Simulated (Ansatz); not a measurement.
**HfO2: band gap under strain**

How does strain move the band edges of HfO2 built on the database structure prototype, and do the functionals agree on it? States: no strain; -4.0 % equal strain in all directions; -3.0 % equal strain in all directions.

Program: Ansatz 0.2.0. PAW datasets, plane waves. (Simulation; spin polarisation is off.)

## Step 1: The structure to begin with

The unstrained cell was relaxed with r2SCAN; in each strained cell the atoms were relaxed again with r2SCAN. Names of k-points are those of the unstrained zone, where strain can split equivalent points. First state: no strain.

It is tetragonal, P4_2/nmc (No. 137); a = 3.577 Å, c = 5.202 Å in the conventional setting, 11.09 Å³ an atom. Near Hf stand 4 O at 2.06 Å; near O stand 2 Hf at 2.06 Å.

Coordinates:

```xyz
6
Lattice="3.5767 0.0000 0.0000 0.0000 3.5767 0.0000 0.0000 0.0000 5.2022" Properties=species:S:1:pos:R:3 pbc="T T T"
Hf    1.7883    1.7883    2.6011
Hf    0.0000    0.0000    0.0000
O     0.0000    1.7883    3.6218
O     1.7883    0.0000    4.1815
O     1.7883    0.0000    1.5804
O     0.0000    1.7883    1.0207
```

## Step 2: No strain: PBE

Contents of input.yaml:

```yaml
crystal:
  lattice:
    - [3.5766926651, 0.0, 0.0]
    - [0.0, 3.5766926651, 0.0]
    - [0.0, 0.0, 5.2022244069]
  atoms:
    - { symbol: Hf, position: [0.5, 0.5, 0.5] }
    - { symbol: Hf, position: [0.0, 0.0, 0.0] }
    - { symbol: O, position: [0.0, 0.5, 0.6962101032] }
    - { symbol: O, position: [0.5, 0.0, 0.8037898968] }
    - { symbol: O, position: [0.5, 0.0, 0.3037898968] }
    - { symbol: O, position: [0.0, 0.5, 0.1962101032] }
kpoints:
  mp_grid: { grid: [8, 8, 6] }
  band_path:
    path:
      - [0.0, 0.0, 0.0]
      - [0.0, 0.5, 0.0]
      - [0.5, 0.5, 0.0]
      - [0.0, 0.0, 0.5]
      - [0.0, 0.5, 0.5]
      - [0.5, 0.5, 0.5]
    npoints: 1
hamiltonian:
  xc: pbe
scf:
  occupations: { method: fermi_dirac, width: 0.02 }
  n_extra_bands: 5
output:
  forces: true
  stress: true
  eigenvalues: true
```

The run is started by

```console
$ ansatz run input.yaml --threads 2 --pin off --max-ram 20275MiB --backend cpu --events-out ev --progress --plain --runs-dir out
```

Further steps of the session: No strain: r2SCAN; No strain: HSE06; No strain: r2SCAN+SOC; No strain: r2SCAN; -4.0 % equal strain in all directions: PBE; -4.0 % equal strain in all directions: r2SCAN; -4.0 % equal strain in all directions: HSE06; -4.0 % equal strain in all directions: r2SCAN+SOC; -4.0 % equal strain in all directions: r2SCAN; -3.0 % equal strain in all directions: PBE; -3.0 % equal strain in all directions: r2SCAN; -3.0 % equal strain in all directions: HSE06; -3.0 % equal strain in all directions: r2SCAN+SOC; -3.0 % equal strain in all directions: r2SCAN.

What does the calculation give?

**Answer**, as computed:

Least gap in eV (negative: overlap), with the change from the unstrained cell in brackets:

| state | volume change (%) | PBE | r2SCAN | HSE06 |
| --- | --- | --- | --- | --- |
| no strain | +0.0 | 4.73 | 5.26 | 6.37 |
| -4.0 % equal strain in all directions | -11.5 | 4.48 (-0.25) | 5.03 (-0.23) | 6.16 (-0.21) |
| -3.0 % equal strain in all directions | -8.7 | 4.55 (-0.18) | 5.10 (-0.16) | 6.23 (-0.14) |

**Reading.** With HSE06, of the states in the table -4.0 % equal strain in all directions shifts the gap most, by -0.206 eV. PBE and HSE06 differ by 1.64 eV on the unstrained gap, and by at most 0.04 eV on its change: PBE follows the response to strain far better than the gap itself. Spin-orbit coupling is left out of the table, though the cell holds Hf (Z = 72); in an element this heavy it can shift bands and gaps by tenths of an eV.
